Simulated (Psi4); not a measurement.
**GaBH3ClO (SMILES O[B](Cl)[GaH2]): HF/6-31G(d) (spherical functions)**

Aim: the vertical ionisation energy of GaBH3ClO at HF/6-31G* (spherical functions), from 2 runs. 

The results are computed with Psi4 1.11.

2 further runs of the same task are left out: 2 set aside as unsound or not needed.

### Step 1. The system as given

The species is GaBH3ClO (7 atoms), meant as a singlet with charge 0. As SMILES, `O[B](Cl)[GaH2]`. The coordinates come from a PBE0-D4/def2-TZVP relaxation. This is one conformer, not always the lowest.

Bond lengths: O1–B2 1.344 Å, B2–Cl3 1.789 Å, B2–Ga4 2.095 Å, O1–H5 0.965 Å, Ga4–H6 1.572 Å, Ga4–H7 1.572 Å. Angles: O1–B2–Cl3 118.4°, O1–B2–Ga4 123.4°, Cl3–B2–Ga4 118.3°, B2–O1–H5 114.1°, B2–Ga4–H6 121.3°, B2–Ga4–H7 121.3°, H6–Ga4–H7 117.4°.

### Step 2. The energy at HF/6-31G(d) (spherical functions)

File calc.py:

```python
import psi4

psi4.set_memory('2200 MB')
psi4.set_num_threads(1)
psi4.set_output_file('psi4.out', False)

molecule = psi4.geometry("""
O
B 1 1.344214
Cl 2 1.788539 1 118.374
Ga 2 2.094733 1 123.37232 3 179.99219
H 1 0.965448 2 114.08867 3 -0.01238
H 4 1.572289 2 121.27201 1 -91.53881
H 4 1.572367 6 117.36431 2 177.5162
symmetry c1
""")

psi4.set_options({
    'basis': '6-31G*',
    'puream': True,
    'e_convergence': 1e-09,
    'd_convergence': 1e-08,
    'scf_type': 'pk',
})

result, w = psi4.energy("hf", return_wfn=True)
print('E =', round(result, 9))
```

Run with:

```sh
python calc.py
```

psi4.out, shortened:

```text
[...]
  Running in c1 symmetry.
[...]
  Nuclear repulsion =  275.852683058120647
[...]
  Multiplicity = 1
[...]
  Nalpha       = 32
  Nbeta        = 32
[...]
    Number of basis functions: 84
[...]
   @RHF iter   1: -2482.25419470901898   -3.25098e+00   3.08981e-02 DIIS/ADIIS
[...]
   @RHF iter  13: -2483.80086538233900   -4.09273e-12   3.33930e-09 DIIS
[...]
    Orbital Energies [Eh]
    ---------------------
    Doubly Occupied:
       1A   -378.834826     2A   -104.812412     3A    -48.213305
       4A    -42.544830     5A    -42.541767     6A    -42.541466
       7A    -20.605255     8A    -10.554209     9A     -8.022085
      10A     -8.020040    11A     -8.019819    12A     -7.678755
      13A     -6.420354    14A     -4.515452    15A     -4.508463
      16A     -4.507679    17A     -1.399293    18A     -1.204301
      19A     -1.199900    20A     -1.199276    21A     -1.193862
      22A     -1.193253    23A     -1.106801    24A     -0.784219
      25A     -0.655818    26A     -0.615250    27A     -0.572596
      28A     -0.550241    29A     -0.474812    30A     -0.472378
      31A     -0.423559    32A     -0.383374
[...]
  @RHF Final Energy: -2483.80086538233900
   => Energetics <=
    Nuclear Repulsion Energy =            275.8526830581206468
    One-Electron Energy =               -4007.7677975179749410
    Two-Electron Energy =                1248.1142490775157512
    Total Energy =                      -2483.8008653823389977
[...]
 Multipole Moments:
 ------------------------------------------------------------------------------------
     Multipole            Electronic (a.u.)      Nuclear  (a.u.)        Total (a.u.)
 ------------------------------------------------------------------------------------
 L = 1.  Multiply by 2.5417464519 to convert [e a0] to [Debye]
 Dipole X            :         -0.0001981            0.0002479            0.0000498
 Dipole Y            :          3.2166837           -3.4005042           -0.1838205
 Dipole Z            :          2.6483309           -3.1783437           -0.5300129
 Magnitude           :                                                    0.5609845
[...]
```

On the terminal:

```text
E = -2483.800865382
```

Run time: 4.8 s. Hardware: 1 thread of AMD EPYC 7R43 (Zen 3), shared host; peak memory 0.29 GiB.

### Step 3. The doublet cation: energy and forces at UHF/6-31G(d) (spherical functions)

File bclgah3o.json:

```json
{
  "schema_name": "qcschema_input",
  "schema_version": 1,
  "molecule": {
    "schema_name": "qcschema_molecule",
    "schema_version": 2,
    "symbols": ["O", "B", "Cl", "Ga", "H", "H", "H"],
    "geometry": [-1.59776344, -2.32266238, 1.75196509, -0.06028226, -1.2564789, 0.0338261, 1.69886379, -3.2809425, -2.02295182, 0.38248057, 2.65733288, -0.36055974, -1.60796796, -4.14662604, 1.7119029, -1.30636767, 4.21881357, -2.24140416, 2.49065903, 4.13075234, 1.12722163],
    "molecular_charge": 1,
    "molecular_multiplicity": 2,
    "fix_symmetry": "c1",
    "fix_com": true,
    "fix_orientation": true
  },
  "driver": "gradient",
  "model": {
    "method": "hf",
    "basis": "6-31G*"
  },
  "keywords": {
    "reference": "uhf",
    "puream": true,
    "e_convergence": 1e-09,
    "d_convergence": 1e-08,
    "scf_type": "pk",
    "maxiter": 100
  }
}
```

Run with:

```sh
psi4 --qcschema bclgah3o.json -n 1 --memory 2200MB
```

stdout, shortened:

```text
[...]
  Running in c1 symmetry.
[...]
  Nuclear repulsion =  275.852652696018652
[...]
  Multiplicity = 2
[...]
  Nalpha       = 32
  Nbeta        = 31
[...]
    Number of basis functions: 84
[...]
   @UHF iter   1: -2481.84549889516211   -2.84229e+00   3.09739e-02 DIIS/ADIIS
[...]
   @UHF iter  23: -2483.45637613238523   -9.54969e-12   8.57357e-09 DIIS
[...]
   @S^2 Observed:                7.687442908E-01
[...]
  @UHF Final Energy: -2483.45637613238523
   => Energetics <=
    Nuclear Repulsion Energy =            275.8526526960186516
    One-Electron Energy =               -3992.0347059146724860
    Two-Electron Energy =                1232.7256770862682060
    Total Energy =                      -2483.4563761323856852
  UHF NO Occupations:
  HONO-2 :   30  A 1.9973942
  HONO-1 :   31  A 1.9956988
[...]
 Multipole Moments:
 ------------------------------------------------------------------------------------
     Multipole            Electronic (a.u.)      Nuclear  (a.u.)        Total (a.u.)
 ------------------------------------------------------------------------------------
 L = 1.  Multiply by 2.5417464519 to convert [e a0] to [Debye]
 Dipole X            :        -27.0500025           27.2303867            0.1803842
 Dipole Y            :         -5.8819962            5.9405431            0.0585469
 Dipole Z            :         30.5816349          -30.7849613           -0.2033264
 Magnitude           :                                                    0.2780429
[...]
  -Total Gradient:
     Atom            X                  Y                   Z
    ------   -----------------  -----------------  -----------------
       1       -0.024969231550    -0.035983093439     0.027395261590
       2        0.023189556454     0.126209510088    -0.022849322457
       3        0.004833038509    -0.035249563232    -0.006496165153
       4       -0.010705850904    -0.078058038223     0.009991216601
       5        0.002899999637    -0.008413690259    -0.003532854432
       6        0.008306555092     0.015598156236     0.002997580184
       7       -0.003554067230     0.015896718693    -0.007505716348
[...]
```

The result, in JSON:

```text
{
 "driver": "gradient",
 "model": {
  "method": "hf",
  "basis": "6-31G*"
 },
 "success": true,
 "return_result": [-0.024969231549677007, -0.03598309343899797, 0.02739526158984451, 0.023189556454118576, 0.12620951008833842, -0.02284932245724261, 0.004833038509497872, -0.03524956323210007, -0.006496165153455774, -0.010705850904386152, -0.07805803822347601, 0.009991216600957226, 0.0028999996374045184, -0.008413690259087614, -0.0035328544316713846, 0.008306555092229884, 0.01559815623554886, 0.0029975801836235744, -0.003554067229696062, 0.015896718692886336, -0.0075057163483341904],
 "properties": {
  "calcinfo_nbasis": 84,
  "calcinfo_nmo": 84,
  "calcinfo_nalpha": 32,
  "calcinfo_nbeta": 31,
  "calcinfo_natom": 7,
  "nuclear_repulsion_energy": 275.85265269601865,
  "return_energy": -2483.4563761323852,
  "return_gradient": [-0.024969231549677007, -0.03598309343899797, 0.02739526158984451, 0.023189556454118576, 0.12620951008833842, -0.02284932245724261, 0.004833038509497872, -0.03524956323210007, -0.006496165153455774, -0.010705850904386152, -0.07805803822347601, 0.009991216600957226, 0.0028999996374045184, -0.008413690259087614, -0.0035328544316713846, 0.008306555092229884, 0.01559815623554886, 0.0029975801836235744, -0.003554067229696062, 0.015896718692886336, -0.0075057163483341904],
  "scf_one_electron_energy": -3992.0347059146725,
  "scf_two_electron_energy": 1232.7256770862682,
  "scf_dipole_moment": [0.18038422171098745, 0.0585468945863612, -0.20332638954072024],
  "scf_total_energy": -2483.4563761323852,
  "scf_total_gradient": [-0.024969231549677007, -0.03598309343899797, 0.02739526158984451, 0.023189556454118576, 0.12620951008833842, -0.02284932245724261, 0.004833038509497872, -0.03524956323210007, -0.006496165153455774, -0.010705850904386152, -0.07805803822347601, 0.009991216600957226, 0.0028999996374045184, -0.008413690259087614, -0.0035328544316713846, 0.008306555092229884, 0.01559815623554886, 0.0029975801836235744, -0.003554067229696062, 0.015896718692886336, -0.0075057163483341904],
  "scf_iterations": 23
 }
}
```

Run time: 13 s. Hardware: 1 thread of AMD EPYC 7R43 (Zen 3), shared host; peak memory 0.29 GiB.

### Step 4. What came out

At HF/6-31G* (spherical functions):

```
                                          quantity           value
                    singlet GaBH3ClO: total energy  -2483.80087 Eh
                   singlet GaBH3ClO: dipole moment          1.43 D
                     singlet GaBH3ClO: HOMO energy       -10.43 eV
                     singlet GaBH3ClO: LUMO energy         1.00 eV
                   singlet GaBH3ClO: HOMO–LUMO gap        11.44 eV
                      doublet cation: total energy  -2483.45638 Eh
doublet cation: HOMO energy (highest over α and β)       -16.96 eV
 doublet cation: LUMO energy (lowest over α and β)        -8.34 eV
                              doublet cation: ⟨S²⟩           0.769
          doublet cation: largest force on an atom      6.702 eV/Å
vertical ionisation energy (to the doublet cation)        9.374 eV
```

In words: The vertical ionisation energy comes to 9.37 eV (216 kcal/mol). −ε(HOMO) before ionisation, 10.43 eV, is 1.06 eV above this ionisation energy.
